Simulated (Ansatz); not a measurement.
# Hf2WS2: a trial structure relaxed

Aim: relax a trial structure of Hf2WS2 and see where it ends.

Computed with Ansatz 0.2.0 (DFT PBE, scalar-relativistic, plane waves, PAW, unless a step's input says otherwise).

1 further run of the same task is left out (set aside as unsound or not needed).

### 1 The structure to begin with

Symmetry: P-3m1, No. 164, trigonal system. The conventional cell has a = 4.175 Å, b = 4.175 Å, c = 6.804 Å, α = 90.00°, β = 90.00°, γ = 120.00°. Hf (site symmetry 3m) is surrounded by 1 W at 2.10 Å and 1 Hf at 2.59 Å and 3 S at 2.63 Å. W (site symmetry -3m) has 2 Hf at 2.10 Å as nearest neighbours. S (site symmetry 3m) has 3 S at 2.46 Å and 3 Hf at 2.63 Å as nearest neighbours.

Coordinates:

```cif
data_structure
_symmetry_space_group_name_H-M 'P-3m1'
_symmetry_Int_Tables_number 164
_cell_length_a 4.1751
_cell_length_b 4.1751
_cell_length_c 6.8036
_cell_angle_alpha 90.000
_cell_angle_beta 90.000
_cell_angle_gamma 120.000
_cell_volume 102.71
loop_
_atom_site_label
_atom_site_type_symbol
_atom_site_symmetry_multiplicity
_atom_site_Wyckoff_symbol
_atom_site_fract_x
_atom_site_fract_y
_atom_site_fract_z
_atom_site_occupancy
Hf1 Hf 2 c 0.00000 0.00000 0.19065 1
W1 W 1 b 0.00000 0.00000 0.50000 1
S1 S 2 d 0.33333 0.66667 0.03765 1
```

Recipe of the guess: random cell by space group and Wyckoff sites (P-3m1, No. 164). Its size is a rough estimate.

### 2 Probe: one point on a coarse mesh

input.yaml reads:

```yaml
crystal:
  lattice:
    - [4.17509419, 0.0, 0.0]
    - [-2.08754709, 3.61573763, 0.0]
    - [0.0, 0.0, 6.80363132]
  atoms:
    - { symbol: Hf, position: [0.0, 0.0, 0.19064877] }
    - { symbol: Hf, position: [0.0, 0.0, 0.80935123] }
    - { symbol: W, position: [0.0, 0.0, 0.5] }
    - { symbol: S, position: [0.33333333, 0.66666667, 0.03764603] }
    - { symbol: S, position: [0.66666667, 0.33333333, 0.96235397] }
basis:
  ecutwfc: 420
kpoints:
  mp_grid: { grid: [6, 6, 4] }
hamiltonian:
  xc: pbe
scf:
  occupations: { method: gaussian, width: 0.1 }
  lower_state_search: "off"
output:
  forces: true
  stress: true
  eigenvalues: true
```

Launch:

```bash
$ ansatz run input.yaml --threads 1 --pin off --max-ram 2560MiB --backend cpu --events-out ev --progress --plain --runs-dir out
```

The session goes on with these runs: rough relaxation on the coarse mesh; relaxation on the finer mesh; relaxation repeated from the relaxed cell.

Before running it: what results should come out? Wanted: conventional cell; volume; energy over the elements; gap on the mesh.

**Answer**, as computed:

| quantity | value |
| --- | --- |
| symmetry at the end (tolerance 0.05 Å) | space group P-3m1 (No. 164) |
| conventional cell | a = 3.384 Å, b = 3.384 Å, c = 11.621 Å, α = 90.00°, β = 90.00°, γ = 120.00° |
| volume | 23.05 Å³/atom |
| energy over the elements | -0.14 eV/atom |
| gap on the mesh | none (metal) |

The space group P-3m1 (No. 164) is kept, and the volume per atom grows by 12.2 % from the first guess. It lies below the elements, which doesn't yet make it stable: competing phases were not computed in this session. No finished test with a distortion of lower symmetry is shown, so the end may be a saddle point. The runs treat Hf, W without spin-orbit coupling. Layers here are held mostly by dispersion, which this level lacks, so their spacing and the stiffness across them are unreliable there. Other magnetic orders were not searched.
